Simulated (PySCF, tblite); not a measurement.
# C6H11BO3: geometry, infrared bands and NMR shifts

What infrared bands and NMR shifts should C6H11BO3 (`CO[C@@H]1BOCC12COC2`) show?

The runs use tblite 0.8.0 and PySCF 2.14.0, with density-fitted response routines of our own; the level of theory stands in each step. All values are computed, except where a source is named. Atoms are numbered from 0 throughout.

### 1 The molecule as given

21 atoms, charge 0, multiplicity 1; geometry from: force field or distance geometry start.

Bonds of the start (Å): C0–O1 1.41, O1–C2 1.42, C2–B3 1.56, B3–O4 1.47, O4–C5 1.42, C5–C6 1.54, C6–C7 1.52, C7–O8 1.41, O8–C9 1.40, C6–C2 1.54, C9–C6 1.51, C0–H10 1.12, C0–H11 1.11, C0–H12 1.09, C2–H13 1.11, B3–H14 1.18, C5–H15 1.10, C5–H16 1.11, C7–H17 1.12, C7–H18 1.11, C9–H19 1.10, C9–H20 1.11.

### 2 Geometry optimisation with GFN2-xTB

What the job is given:

```
{"job": {"kind": "relax", "xc": "GFN2-xTB", "basis": "xTB"}, "charge": 0, "multiplicity": 1}
C      2.549300     0.612000    -0.603100
O      1.561400    -0.400000    -0.625700
C      0.716600    -0.284100     0.507900
B      0.524100    -1.694800     1.152400
O     -0.889100    -2.086900     1.268700
C     -1.512000    -1.352800     0.231100
C     -0.740800    -0.023800     0.074900
C     -1.399200     1.186700     0.726300
O     -1.611300     1.806400    -0.520000
C     -1.009700     0.739000    -1.201000
H      2.067800     1.622000    -0.585300
H      3.223100     0.487500     0.266200
H      3.141000     0.541300    -1.518500
H      1.066300     0.419300     1.296000
H      1.283000    -2.532200     0.822800
H     -1.466300    -1.936400    -0.701500
H     -2.577100    -1.190400     0.484800
H     -2.375300     0.961300     1.224000
H     -0.733500     1.802800     1.362600
H     -1.727800     0.243400    -1.877400
H     -0.099500     1.096400    -1.733700
```

On the command line:

```bash
$ OMP_NUM_THREADS=1 python probes_run.py task.json out
```

One launch serves the whole session: the jobs run in the order shown.

**Question.** This job is followed by: GFN2-xTB harmonic vibrations, gas phase; GIAO PBE0/pcSseg-1 NMR shielding, non-relativistic, gas phase. Predict these results of the whole session: strongest single infrared mode (GFN2-xTB); zero-point energy (GFN2-xTB); ¹³C shifts against TMS (PBE0/pcSseg-1); ¹H shifts against TMS (PBE0/pcSseg-1, means over atoms taken as alike); ¹⁷O shifts against H2O (PBE0/pcSseg-1); ¹¹B shifts against BF3·OEt2 (PBE0/pcSseg-1).

The runs gave:

```
                                                              quantity                                                     value
                             strongest single infrared mode (GFN2-xTB)                                     1057 cm⁻¹, 155 km/mol
                                          zero-point energy (GFN2-xTB)                                            105.6 kcal/mol
                                ¹³C shifts against TMS (PBE0/pcSseg-1)                    89.8, 87.5, 81.6, 79.8, 62.9, 50.0 ppm
¹H shifts against TMS (PBE0/pcSseg-1, means over atoms taken as alike)  5.36, 5.06, 5.00, 4.81, 4.73, 4.55, 4.47, 3.87, 3.34 ppm
                                ¹⁷O shifts against H2O (PBE0/pcSseg-1)                                     221.9, 23.3, -2.1 ppm
                           ¹¹B shifts against BF3·OEt2 (PBE0/pcSseg-1)                                                  47.0 ppm
```

**Reading.** Over 142 steps the energy fell by 1.322 eV; of the close pairs, B3–O4 changed most, 1.471 to 1.326 Å. All 57 modes are real, so the xTB geometry is a minimum. The strongest single mode, at 1057 cm⁻¹, is carried by O4, H14, C5, B3. Unscaled tight-binding wavenumbers are off by several per cent, some by more. Its intensities can rank the bands wrongly. The most deshielded carbon is C2 (sp3 CH bonded to B and O), at 89.8 ppm: deshielded by the electronegative neighbour. At PBE0/pcSseg-1: The widest tensor belongs to O4: span 394 ppm, with a paramagnetic part of -278 ppm.
